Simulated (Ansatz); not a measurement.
# La3ScAl8 (R3m): the equilibrium volume, part 2 of 2

Aim: the volume at which the pressure of La3ScAl8 (R3m) vanishes.

Ansatz 0.2.0; DFT PBEsol, scalar-relativistic, plane waves, PAW. Earlier steps stand in the parts before.

## 3. Full relaxation

File input.yaml:

```yaml
crystal:
  lattice:
    - [2.83689675, 1.6378831, 9.36690887]
    - [-2.83689675, 1.6378831, 9.36690887]
    - [0.0, -3.27576621, 9.36690887]
  atoms:
    - { symbol: Al, position: [0.564021, 0.564021, 0.065306] }
    - { symbol: Al, position: [0.06143, 0.06143, 0.55807] }
    - { symbol: Al, position: [0.564021, 0.065306, 0.564021] }
    - { symbol: Al, position: [0.06143, 0.55807, 0.06143] }
    - { symbol: Al, position: [0.812074, 0.812074, 0.812074] }
    - { symbol: Al, position: [0.312991, 0.312991, 0.312991] }
    - { symbol: Al, position: [0.065306, 0.564021, 0.564021] }
    - { symbol: Al, position: [0.55807, 0.06143, 0.06143] }
    - { symbol: La, position: [0.625429, 0.625429, 0.625429] }
    - { symbol: La, position: [0.000685, 0.000685, 0.000685] }
    - { symbol: La, position: [0.499445, 0.499445, 0.499445] }
    - { symbol: Sc, position: [0.125097, 0.125097, 0.125097] }
basis:
  ecutwfc: 420
kpoints:
  mp_grid: { grid: [6, 6, 6] }
hamiltonian:
  xc: pbesol
scf:
  occupations: { method: gaussian, width: 0.05 }
output:
  forces: true
  stress: true
  eigenvalues: true
  write_density: true
  write_potential: true
  elf: true
  volumetric_format: npy
relax:
  adjacent_minimum: "off"
  f_tol: 0.005
  max_steps: 80
  cell: { stress_tol: 0.05 }
```

On the command line:

```sh
$ ansatz run input.yaml --threads 8 --pin off --max-ram 14336MiB --backend cpu --events-out ev --progress --plain --runs-dir out
```

Standard output:

```text
Warning: RAYON_NUM_THREADS=8 ignored (pool sized by the plan → 8); use --threads N
basis.fft_grid_basis auto: the FFT boxes are laid along the combinations [[1, -1, 0], [0, 1, 0], [0, -1, 1]] of the cell's own vectors, 5.674, 9.923 and 5.674 Å long. The dense box has 40×72×40 points. Along the cell's own vectors, as sized, it would have 72×72×72, 3.24 times as many. Of the 6 symmetry operations that the crystal satisfies within crystal.symmetry.tolerance (time reversal apart; of a slab, those that keep its plane) the dense box along the cell's own vectors carries 6, and the one as laid loses 4 of those. basis.fft_grid_basis: typed keeps the cell's own vectors: state it where this run's energies or levels are differenced outside the engine with another run's, or held beside a run that keeps those vectors. Those combinations have planes normal to reciprocal vector 3, as the cell's own vectors have. Each planar average written beside output.write_density, output.write_potential has a row for each plane of the box: 40. The volumetric files lie along those combinations, not along the cell's own vectors: a cube or XSF file states them, and fields.json those of NumPy files.
[... 8 set-up lines as earlier in the session ...]
Crystal: 12 atoms, lattice volume = 261.140 Å³
Basis set: ecut = 420 eV, 5149 PW (Γ), FFT grids on a1−a2, a2, −a2+a3, exchange–correlation on 80×144×80 points (8 copies of the dense FFT grid, shifted against one another)
Bands: 46, of which v1, the nominal top of the filled ones, is band 34 counted from 1 (33 counted from 0)
[... 2 set-up lines as earlier in the session ...]
k-points: 32 of 216 (time reversal used)
[... 13 set-up lines as earlier in the session ...]
SCF iter   1: F=—  HF=-24797.103449 eV  |F-HF|=—  |Δ(HF+E_count)|=         —  Δρ=3.10e-3  dr2=1.39e-1  ethr=1.77e-3  ⟨swp⟩=7.8  Hψ=8110  notcnv=0  defer=1
preconditioner: auto → Kerker (q_TF=auto, 2.180 Å⁻¹)  [metal: Δε(μ)=0.016 eV  Ē_g=8.669 eV  σ=0.050 eV  W_gap=0.17  n_scr=36 (ndim 8)  ℏωp=16.9 eV  f_vac=0.000  D(μ)=12.36/eV (n_scr^D=110)]
SCF iter   2: F=—  HF=-24797.097043 eV  |F-HF|=—  |Δ(HF+E_count)|=   6.41e-3  Δρ=1.75e-3  dr2=4.40e-2  ethr=2.05e-4  ⟨swp⟩=3.0  Hψ=2020  notcnv=0  defer=173
SCF iter   3: F=—  HF=-24797.094046 eV  |F-HF|=—  |Δ(HF+E_count)|=   3.00e-3  Δρ=3.40e-4  dr2=1.21e-3  ethr=6.48e-5  ⟨swp⟩=2.7  Hψ=1863  notcnv=0  defer=173
SCF iter   4: F=—  HF=-24797.093873 eV  |F-HF|=—  |Δ(HF+E_count)|=   1.73e-4  Δρ=1.28e-4  dr2=6.61e-5  ethr=1.78e-6  ⟨swp⟩=2.0  Hψ=2428  notcnv=0  defer=173
SCF iter   5: F=—  HF=-24797.093961 eV  |F-HF|=—  |Δ(HF+E_count)|=   8.80e-5  Δρ=4.11e-5  dr2=1.28e-5  ethr=9.72e-8  ⟨swp⟩=2.4  Hψ=2518  notcnv=0  defer=173
SCF iter   6: F=—  HF=-24797.093959 eV  |F-HF|=—  |Δ(HF+E_count)|=   1.67e-6  Δρ=8.61e-6  dr2=1.01e-6  ethr=1.89e-8  ⟨swp⟩=2.0  Hψ=1599  notcnv=0  defer=173
SCF iter   7: F=-24797.093959 eV  HF=-24797.093959 eV  |F-HF|=1.41e-8  |Δ(HF+E_count)|=   8.81e-8  Δρ=1.85e-6  dr2=1.73e-8  ethr=1.47e-10  ⟨swp⟩=19.6  Hψ=12526  notcnv=0
SCF 1 converged in 7 iterations: F = -24797.093959 eV  dr2 = 1.73e-8
relax step   1: F+E_penalty+E_count = -24797.09395901 eV  Δ(F+E_penalty+E_count) = +0.000e0 eV  max|allowed force component| = 7.526e-2 eV/Å  Δτ_max = 0.0000 Å  P = -2.812 GPa  Ω = 261.140 Å³  (7 SCF iters, dr2 threshold 1.00e-7 eV, accepted)
Crystal: 12 atoms, lattice volume = 244.970 Å³
Basis set: ecut = 420 eV, 4813 PW (Γ), FFT grids on a1−a2, a2, −a2+a3, exchange–correlation on 80×144×80 points (8 copies of the dense FFT grid, shifted against one another)
Initial density: handed on by an earlier stage of this run
Initial wavefunctions: those handed on with the density
iter 1 solved again at ethr=2.40e-4 eV; its pass at ethr=3.10e-3 eV (dr2=1.63e-1 eV) is discarded
SCF iter   1: F=—  HF=-24797.182782 eV  |F-HF|=—  |Δ(HF+E_count)|=         —  Δρ=3.18e-3  dr2=1.64e-1  ethr=2.40e-4  ⟨swp⟩=2.3  Hψ=9513  notcnv=0
preconditioner: auto → Kerker (q_TF=auto, 2.204 Å⁻¹)  [metal: Δε(μ)=0.005 eV  Ē_g=8.768 eV  σ=0.050 eV  W_gap=0.05  n_scr=36 (ndim 8)  ℏωp=17.4 eV  f_vac=0.000  D(μ)=12.12/eV (n_scr^D=110)]
SCF iter   2: F=—  HF=-24797.168202 eV  |F-HF|=—  |Δ(HF+E_count)|=   1.46e-2  Δρ=1.67e-3  dr2=1.98e-2  ethr=2.40e-4  ⟨swp⟩=4.2  Hψ=2325  notcnv=0
SCF iter   3: F=—  HF=-24797.164855 eV  |F-HF|=—  |Δ(HF+E_count)|=   3.35e-3  Δρ=8.90e-4  dr2=5.13e-3  ethr=2.91e-5  ⟨swp⟩=2.2  Hψ=2321  notcnv=0  defer=5
SCF iter   4: F=—  HF=-24797.163641 eV  |F-HF|=—  |Δ(HF+E_count)|=   1.21e-3  Δρ=1.61e-4  dr2=1.54e-4  ethr=7.55e-6  ⟨swp⟩=2.2  Hψ=2459  notcnv=0  defer=5
SCF iter   5: F=—  HF=-24797.163668 eV  |F-HF|=—  |Δ(HF+E_count)|=   2.72e-5  Δρ=4.03e-5  dr2=7.85e-6  ethr=2.26e-7  ⟨swp⟩=2.0  Hψ=2064  notcnv=0  defer=5
SCF iter   6: F=-24797.163666 eV  HF=-24797.163666 eV  |F-HF|=9.96e-8  |Δ(HF+E_count)|=   1.26e-6  Δρ=6.32e-6  dr2=1.61e-7  ethr=1.76e-9  ⟨swp⟩=16.5  Hψ=15179  notcnv=0
SCF 2 converged in 6 iterations: F = -24797.163666 eV  dr2 = 1.61e-7
relax step   2: F+E_penalty+E_count = -24797.16366638 eV  Δ(F+E_penalty+E_count) = -6.971e-2 eV  max|allowed force component| = 7.029e-2 eV/Å  Δτ_max = 0.0240 Å  P = +1.806 GPa  Ω = 244.970 Å³  energy of the carried Pulay correction = +3.342e-3 eV  (6 SCF iters, dr2 threshold 1.20e-6 eV, accepted)
Crystal: 12 atoms, lattice volume = 251.007 Å³
Basis set: ecut = 420 eV, 4915 PW (Γ), FFT grids on a1−a2, a2, −a2+a3, exchange–correlation on 80×144×80 points (8 copies of the dense FFT grid, shifted against one another)
iter 1 solved again at ethr=3.06e-5 eV; its pass at ethr=3.10e-3 eV (dr2=2.08e-2 eV) is discarded
SCF iter   1: F=—  HF=-24797.197040 eV  |F-HF|=—  |Δ(HF+E_count)|=         —  Δρ=1.20e-3  dr2=2.25e-2  ethr=3.06e-5  ⟨swp⟩=1.8  Hψ=7506  notcnv=0
preconditioner: auto → Kerker (q_TF=auto, 2.195 Å⁻¹)  [metal: Δε(μ)=0.013 eV  Ē_g=8.733 eV  σ=0.050 eV  W_gap=0.15  n_scr=36 (ndim 8)  ℏωp=17.2 eV  f_vac=0.000  D(μ)=12.48/eV (n_scr^D=110)]
SCF iter   2: F=—  HF=-24797.195127 eV  |F-HF|=—  |Δ(HF+E_count)|=   1.91e-3  Δρ=6.01e-4  dr2=5.03e-3  ethr=3.06e-5  ⟨swp⟩=1.1  Hψ=1474  notcnv=0
SCF iter   3: F=—  HF=-24797.194428 eV  |F-HF|=—  |Δ(HF+E_count)|=   6.99e-4  Δρ=1.15e-4  dr2=6.87e-5  ethr=7.40e-6  ⟨swp⟩=1.8  Hψ=1556  notcnv=0
SCF iter   4: F=—  HF=-24797.194491 eV  |F-HF|=—  |Δ(HF+E_count)|=   6.23e-5  Δρ=2.66e-5  dr2=4.65e-6  ethr=1.01e-7  ⟨swp⟩=2.2  Hψ=2359  notcnv=0
iter 5 did not close the SCF: its close was put off for the readings that it lacked (scf_convergence_deferred on its scf_iter line)
SCF iter   5: F=-24797.194490 eV  HF=-24797.194490 eV  |F-HF|=8.96e-8  |Δ(HF+E_count)|=   9.27e-7  Δρ=7.29e-6  dr2=1.57e-7  ethr=6.84e-9  ⟨swp⟩=2.5  Hψ=2318  notcnv=0
SCF iter   6: F=-24797.194490 eV  HF=-24797.194490 eV  |F-HF|=5.14e-9  |Δ(HF+E_count)|=   7.02e-8  Δρ=1.25e-6  dr2=6.80e-9  ethr=2.31e-10  ⟨swp⟩=12.9  Hψ=12201  notcnv=0
SCF 3 converged in 6 iterations: F = -24797.194490 eV  dr2 = 6.80e-9
relax step   3: F+E_penalty+E_count = -24797.19448958 eV  Δ(F+E_penalty+E_count) = -3.082e-2 eV  max|allowed force component| = 1.504e-2 eV/Å  Δτ_max = 0.0084 Å  P = -0.100 GPa  Ω = 251.007 Å³  energy of the carried Pulay correction = +2.069e-3 eV  (6 SCF iters, dr2 threshold 1.20e-6 eV, accepted)
Crystal: 12 atoms, lattice volume = 250.694 Å³
Basis set: ecut = 420 eV, 4903 PW (Γ), FFT grids on a1−a2, a2, −a2+a3, exchange–correlation on 80×144×80 points (8 copies of the dense FFT grid, shifted against one another)
iter 1 solved again at ethr=4.64e-7 eV; its pass at ethr=3.10e-3 eV (dr2=3.16e-4 eV) is discarded
SCF iter   1: F=—  HF=-24797.194753 eV  |F-HF|=—  |Δ(HF+E_count)|=         —  Δρ=1.67e-4  dr2=3.52e-4  ethr=4.64e-7  ⟨swp⟩=2.0  Hψ=7410  notcnv=0
preconditioner: auto → Kerker (q_TF=auto, 2.195 Å⁻¹)  [metal: Δε(μ)=0.007 eV  Ē_g=8.740 eV  σ=0.050 eV  W_gap=0.08  n_scr=36 (ndim 8)  ℏωp=17.2 eV  f_vac=0.000  D(μ)=12.61/eV (n_scr^D=110)]
SCF iter   2: F=—  HF=-24797.194718 eV  |F-HF|=—  |Δ(HF+E_count)|=   3.51e-5  Δρ=9.12e-5  dr2=1.04e-4  ethr=4.64e-7  ⟨swp⟩=1.0  Hψ=1472  notcnv=0
SCF iter   3: F=—  HF=-24797.194700 eV  |F-HF|=—  |Δ(HF+E_count)|=   1.85e-5  Δρ=1.48e-5  dr2=1.48e-6  ethr=1.53e-7  ⟨swp⟩=2.2  Hψ=1691  notcnv=0
SCF iter   4: F=—  HF=-24797.194761 eV  |F-HF|=—  |Δ(HF+E_count)|=   6.20e-5  Δρ=4.07e-6  dr2=7.75e-8  ethr=2.18e-9  ⟨swp⟩=2.0  Hψ=2518  notcnv=0
iter 5 did not close the SCF: its close was put off for the readings that it lacked (scf_convergence_deferred on its scf_iter line)
SCF iter   5: F=-24797.194761 eV  HF=-24797.194761 eV  |F-HF|=1.46e-9  |Δ(HF+E_count)|=   1.26e-8  Δρ=8.85e-7  dr2=2.48e-9  ethr=1.14e-10  ⟨swp⟩=2.0  Hψ=2516  notcnv=0
SCF iter   6: F=-24797.194761 eV  HF=-24797.194761 eV  |F-HF|=6.55e-11  |Δ(HF+E_count)|=  2.98e-10  Δρ=2.15e-7  dr2=1.37e-10  ethr=3.65e-12  ⟨swp⟩=8.9  Hψ=10280  notcnv=0
SCF 4 converged in 6 iterations: F = -24797.194761 eV  dr2 = 1.37e-10
relax step   4: F+E_penalty+E_count = -24797.19476148 eV  Δ(F+E_penalty+E_count) = -2.719e-4 eV  max|allowed force component| = 6.635e-3 eV/Å  Δτ_max = 0.0032 Å  P = -0.005 GPa  Ω = 250.694 Å³  energy of the carried Pulay correction = +2.135e-3 eV  (6 SCF iters, dr2 threshold 7.25e-8 eV, accepted)
Crystal: 12 atoms, lattice volume = 250.677 Å³
iter 1 solved again at ethr=2.74e-8 eV; its pass at ethr=3.10e-3 eV (dr2=1.86e-5 eV) is discarded
SCF iter   1: F=—  HF=-24797.194726 eV  |F-HF|=—  |Δ(HF+E_count)|=         —  Δρ=3.80e-5  dr2=2.06e-5  ethr=2.74e-8  ⟨swp⟩=2.0  Hψ=6520  notcnv=0
preconditioner: auto → Kerker (q_TF=auto, 2.195 Å⁻¹)  [metal: Δε(μ)=0.008 eV  Ē_g=8.740 eV  σ=0.050 eV  W_gap=0.09  n_scr=36 (ndim 8)  ℏωp=17.2 eV  f_vac=0.000  D(μ)=12.60/eV (n_scr^D=110)]
SCF iter   2: F=—  HF=-24797.194695 eV  |F-HF|=—  |Δ(HF+E_count)|=   3.10e-5  Δρ=2.19e-5  dr2=7.69e-6  ethr=2.74e-8  ⟨swp⟩=1.0  Hψ=1472  notcnv=0
SCF iter   3: F=—  HF=-24797.194695 eV  |F-HF|=—  |Δ(HF+E_count)|=   5.66e-7  Δρ=2.33e-6  dr2=2.20e-8  ethr=1.13e-8  ⟨swp⟩=2.0  Hψ=1759  notcnv=0
SCF iter   4: F=—  HF=-24797.194779 eV  |F-HF|=—  |Δ(HF+E_count)|=   8.38e-5  Δρ=8.32e-7  dr2=2.24e-9  ethr=3.23e-11  ⟨swp⟩=2.2  Hψ=2457  notcnv=0
iter 5 did not close the SCF: its close was put off for the readings that it lacked (scf_convergence_deferred on its scf_iter line)
SCF iter   5: F=-24797.194779 eV  HF=-24797.194779 eV  |F-HF|=4.37e-11  |Δ(HF+E_count)|=  2.51e-10  Δρ=2.06e-7  dr2=8.74e-11  ethr=3.29e-12  ⟨swp⟩=2.1  Hψ=2446  notcnv=0
SCF iter   6: F=-24797.194779 eV  HF=-24797.194779 eV  |F-HF|=7.28e-12  |Δ(HF+E_count)|=  1.46e-11  Δρ=4.23e-8  dr2=5.96e-12  ethr=1.00e-12  ⟨swp⟩=5.8  Hψ=7700  notcnv=0
SCF 5 converged in 6 iterations: F = -24797.194779 eV  dr2 = 5.96e-12
relax step   5: F+E_penalty+E_count = -24797.19477910 eV  Δ(F+E_penalty+E_count) = -1.762e-5 eV  max|allowed force component| = 6.439e-4 eV/Å  Δτ_max = 0.0013 Å  P = -0.000 GPa  Ω = 250.677 Å³  energy of the carried Pulay correction = +2.138e-3 eV  (6 SCF iters, accepted)
Initial wavefunctions: pseudopotential atomic-orbital guess (no wavefunctions were taken with the density)
iter 1 solved again at ethr=1.90e-6 eV; its pass at ethr=3.10e-3 eV (dr2=1.29e-3 eV) is discarded
SCF iter   1: F=—  HF=-24797.192979 eV  |F-HF|=—  |Δ(HF+E_count)|=         —  Δρ=2.41e-5  dr2=1.75e-7  ethr=1.90e-6  ⟨swp⟩=3.0  Hψ=11211  notcnv=0
eigensolver tolerance schedule: the retry pair's looser diagonalisation over-reported the residual by 7398.11 of it (diagonalisation noise at an unbounded share of the residual, at the tolerance the schedule requests for it); recorded, not acted on — ethr = c·dr2/N_el stays at c = 1.0e-1
SCF iter   2: F=—  HF=-24797.193074 eV  |F-HF|=—  |Δ(HF+E_count)|=   9.50e-5  Δρ=1.24e-5  dr2=4.61e-8  ethr=2.57e-10  ⟨swp⟩=3.2  Hψ=3637  notcnv=0
SCF iter   3: F=—  HF=-24797.193074 eV  |F-HF|=—  |Δ(HF+E_count)|=   1.18e-7  Δρ=1.28e-6  dr2=2.42e-9  ethr=6.78e-11  ⟨swp⟩=2.0  Hψ=2034  notcnv=0
SCF iter   4: F=—  HF=-24797.193074 eV  |F-HF|=—  |Δ(HF+E_count)|=  1.93e-10  Δρ=3.99e-7  dr2=4.19e-10  ethr=3.56e-12  ⟨swp⟩=2.0  Hψ=2536  notcnv=0
iter 5 did not close the SCF: its close was put off for the readings that it lacked (scf_convergence_deferred on its scf_iter line)
SCF iter   5: F=-24797.193074 eV  HF=-24797.193074 eV  |F-HF|=1.82e-11  |Δ(HF+E_count)|=  1.09e-11  Δρ=3.73e-8  dr2=8.00e-12  ethr=1.00e-12  ⟨swp⟩=2.0  Hψ=1851  notcnv=0
SCF iter   6: F=-24797.193074 eV  HF=-24797.193074 eV  |F-HF|=3.64e-12  |Δ(HF+E_count)|=  3.64e-12  Δρ=1.06e-8  dr2=3.90e-13  ethr=1.00e-12  ⟨swp⟩=7.9  Hψ=7034  notcnv=0
SCF 6 converged in 6 iterations: F = -24797.193074 eV  dr2 = 3.90e-13
relax step   6: F+E_penalty+E_count = -24797.19307429 eV  Δ(F+E_penalty+E_count) = +1.705e-3 eV  max|allowed force component| = 6.357e-4 eV/Å  Δτ_max = 0.0000 Å  P = -0.013 GPa  Ω = 250.677 Å³  stress off target by 1.54e-2 GPa  SCF on the basis re-selected at this cell (its energy is not comparable with the rows above)  (6 SCF iters)
basis re-selected at this cell: Δ(F+E_penalty+E_count) = +1.705e-3 eV, ΔP = -0.013 GPa vs the last step (what re-selecting the basis moved, of the pressure what is left beyond the Pulay correction that the steps carried, after the strain that the cell walked since its last selection, with what the two solves' SCF thresholds leave and, on support functions, any second-order correction that the steps lacked; it is no measure of the basis error at this ecutwfc). This SCF's stress stands 1.54e-2 GPa from its target on what of the cell is left free (relax.cell.stress_tol is 5.00e-2 GPa) and its largest allowed force component is 6.36e-4 eV/Å (relax.f_tol is 5.00e-3 eV/Å): within both
SCF converged after 6 iterations
Free energy (F): -24797.193074 eV
Harris-Foulkes:  -24797.193074 eV  (|F-HF|=3.64e-12)
Internal energy: -24797.177323 eV  (E = F + TS)
E sigma→0 (E₀):  -24797.185198 eV
Entropy (-TS):   -0.015752 eV (-1.313 meV/atom)
Fermi energy:    9.804797 eV
--- Per-component energies (eV) ---
  E_band       = -198.546042
  E_kinetic    = 1026.251629
  E_local      = -2097.534316  (includes V_loc(G=0)·N_el)
  E_nonlocal   = 458.414498
  E_hartree    = 780.682565
  E_xc         = -836.355242
  E_vxc        = -807.213461  (∫ρ·V_xc dr)
  E_paw        = -20556.442641  (= ΣΔE_a)
  E_vpaw       = -339.829520  (= ΣTr[D̂ρ^β])
  E_aug_tail   = -0.000010  (compensation charges beyond the density's cutoff)
  E_ewald      = -3572.984471
  E_core_change = 0.790666  (= ΣΔE_core)
  E_smearing   = -0.015752  (= −TS)
  E_closure    = 0.000000  (closes the sum)
  Σ components = -24797.193074   (vs F -24797.193074, Δ=0.00e0)
--- Forces (eV/Å), atoms counted from 1 ---
  atom   1  Al    -0.00000000    -0.00008745    -0.00012231
  atom   2  Al     0.00000000     0.00005131    -0.00004979
  atom   3  Al    -0.00007574     0.00004373    -0.00012231
  atom   4  Al     0.00004443    -0.00002565    -0.00004979
  atom   5  Al     0.00000000     0.00000000    -0.00008699
  atom   6  Al     0.00000000    -0.00000000     0.00014687
  atom   7  Al     0.00007574     0.00004373    -0.00012231
  atom   8  Al    -0.00004443    -0.00002565    -0.00004979
  atom   9  La    -0.00000000    -0.00000000     0.00000586
  atom  10  La    -0.00000000    -0.00000000     0.00063570
  atom  11  La    -0.00000000    -0.00000000     0.00033847
  atom  12  Sc    -0.00000000     0.00000000    -0.00052373
  max |Σ_I F_I| component: 1.15e-7 eV/Å
--- Stress (GPa, compression-positive) ---
       -0.011852       0.000000      -0.000000
        0.000000      -0.011852       0.000000
        0.000000       0.000000      -0.015408
  P = ⅓ Tr σ = -0.0130 GPa (-0.130 kbar)
--- Band table (eV; the first three rows and the last of 32) ---
  k-point 0: bands = ["-39.7419", "-22.6349", "-22.3736", "-22.2631", "-18.4638", "-18.4625", "-18.4625", "-6.8074", "-6.8074", "-6.6878", "-6.3482", "-6.1469", "-6.1469", "-5.9572", "-5.9572", "-5.9077", "0.9919", "2.3615", "3.4016", "5.9616", "5.9616", "6.1803", "6.7594", "6.9377", "6.9668", "6.9668", "7.5415", "7.5415", "7.6971", "7.6971", "7.7315", "8.2535", "8.2535", "9.6134", "9.8482", "9.8482", "10.8506", "11.1036", "11.1036", "11.5262", "11.7618", "11.7618", "11.7984", "11.8209", "11.8365", "11.8660"]
  k-point 1: bands = ["-39.7419", "-22.6196", "-22.3884", "-22.2641", "-18.4641", "-18.4626", "-18.4620", "-6.8501", "-6.8404", "-6.6414", "-6.3614", "-6.1629", "-6.1484", "-5.9976", "-5.9224", "-5.8634", "1.2045", "2.4278", "3.4429", "5.2457", "5.4848", "5.9796", "6.5148", "6.7097", "7.1116", "7.4863", "7.5806", "7.6548", "8.0484", "8.1477", "8.2446", "8.4005", "8.6988", "9.2339", "9.9101", "10.1878", "10.5419", "11.0219", "11.1711", "11.3020", "11.6247", "11.6334", "11.7267", "11.7267", "11.8742", "11.9035"]
  k-point 2: bands = ["-39.7419", "-22.5802", "-22.4271", "-22.2658", "-18.4643", "-18.4628", "-18.4614", "-6.8995", "-6.8844", "-6.6331", "-6.3650", "-6.1922", "-6.1523", "-6.0182", "-5.8587", "-5.8239", "1.7536", "2.6220", "3.3151", "4.1997", "5.2535", "5.9565", "6.0190", "6.4204", "7.1149", "7.5965", "7.8085", "8.0751", "8.5284", "8.5459", "8.8562", "9.0493", "9.0732", "9.7278", "9.9597", "10.3209", "10.5471", "10.5821", "10.7535", "11.1786", "11.2527", "11.5006", "11.5496", "11.7506", "11.7697", "11.8325"]
  k-point 31: bands = ["-39.7419", "-22.6349", "-22.3736", "-22.2631", "-18.4638", "-18.4625", "-18.4625", "-6.8073", "-6.8073", "-6.6725", "-6.3570", "-6.1484", "-6.1484", "-5.9557", "-5.9557", "-5.9196", "1.4306", "1.5622", "4.6278", "4.7290", "6.2220", "6.2220", "6.3210", "6.3210", "6.7470", "6.9517", "7.6696", "7.6696", "8.0505", "8.0505", "8.8606", "8.8606", "8.9713", "8.9713", "9.1214", "9.2224", "10.9282", "11.1271", "11.3506", "11.3506", "11.5126", "11.6223", "11.6223", "11.7991", "11.8064", "11.8064"]
--- Relaxed structure (5 steps of the walk, 5 accepted, 1 SCFs on fresh bases) ---
  F+E_penalty+E_count = -24797.19307429 eV   max|allowed force component| = 6.357e-4 eV/Å   (the final SCF, on the basis selected at the relaxed cell)
  cell:  # Å, volume = 250.6768 Å³
    - [2.8052676355011736, 1.6196220228693812, 9.195492036715727]
    - [-2.8052676355011736, 1.6196220228693812, 9.195492036715727]
    - [-9.289261969663255e-34, -3.23924405064726, 9.195492035851183]
  atoms:
    - { symbol: Al, position: [0.5637961401350853, 0.5637961401350853, 0.06621820453025024] }
    - { symbol: Al, position: [0.06118938755832626, 0.06118938755832626, 0.558195046996155] }
    - { symbol: Al, position: [0.5637961401350853, 0.06621820453024996, 0.5637961401350853] }
    - { symbol: Al, position: [0.061189387558326175, 0.558195046996155, 0.06118938755832626] }
    - { symbol: Al, position: [0.8120902898382668, 0.8120902898382668, 0.812090289838267] }
    - { symbol: Al, position: [0.31306071852425454, 0.31306071852425454, 0.31306071852425454] }
    - { symbol: Al, position: [0.06621820453024996, 0.5637961401350853, 0.5637961401350853] }
    - { symbol: Al, position: [0.558195046996155, 0.061189387558326175, 0.06118938755832626] }
    - { symbol: La, position: [0.6253987451383597, 0.6253987451383597, 0.6253987451383599] }
    - { symbol: La, position: [-9.88881352204368e-5, -9.888813522043682e-5, -9.888813522043867e-5] }
    - { symbol: La, position: [0.49988529266147347, 0.49988529266147347, 0.4998852926614736] }
    - { symbol: Sc, position: [0.12527853505963749, 0.12527853505963749, 0.1252785350596375] }
```

Run time: 31 s. Hardware: 8 threads of Intel Xeon Platinum 8375C at 2.90GHz (Ice Lake), shared host; peak memory 1.2 GiB.

Relaxation path:

| step | energy from step 1 (meV/atom) | largest force component (eV/Å) | pressure (GPa) | volume (Å³/atom) |
| --- | --- | --- | --- | --- |
| 1 | 0.0 | 0.075 | -2.81 | 21.762 |
| 2 | -5.8 | 0.070 | 1.81 | 20.414 |
| 3 | -8.4 | 0.015 | -0.10 | 20.917 |
| 4 | -8.4 | 0.007 | -0.01 | 20.891 |
| 5 | -8.4 | 0.001 | 0.00 | 20.890 |
| 6 | -8.3 | 0.001 | -0.01 | 20.890 |

Step 1 is the start. Step 6 repeats the geometry before it on a plane-wave basis chosen anew for the final cell, which shifts the energy by +0.1 meV/atom. The run keeps the 6 symmetry operations that it found, so it can't reach a distortion that breaks them.

In short: volume 20.890 Å³/atom, pressure -0.01 GPa, no gap.

## 4. The cell, before and after

The cell before and after:

| cell as typed | before | after | change |
| --- | --- | --- | --- |
| a (Å) | 9.923 | 9.749 | -1.8 % |
| b (Å) | 9.923 | 9.749 | -1.8 % |
| c (Å) | 9.923 | 9.749 | -1.8 % |
| α (°) | 33.22 | 33.45 | +0.22° |
| β (°) | 33.22 | 33.45 | +0.22° |
| γ (°) | 33.22 | 33.45 | +0.22° |
| volume (Å³/atom) | 21.762 | 20.890 | -4.0 % |
| shortest distance (Å) | 2.806 | 2.760 | -1.6 % |
| space group | R3m | R3m | same |

## 5. Results

This closing draws on all 2 parts. Changes of volume or cell count from the first structure of part 1.

| quantity | value |
| --- | --- |
| volume | 20.890 Å³/atom |
| pressure | -0.01 GPa |
| conventional cell | a = 5.611 Å, b = 5.611 Å, c = 27.586 Å, α = 90.00°, β = 90.00°, γ = 120.00° |
| gap on the mesh | none (metal) |

From the first run shown, the volume went from 21.76 to 20.89 Å³/atom (-4.0 %) in 2 runs, where the pressure is zero within 0.01 GPa.
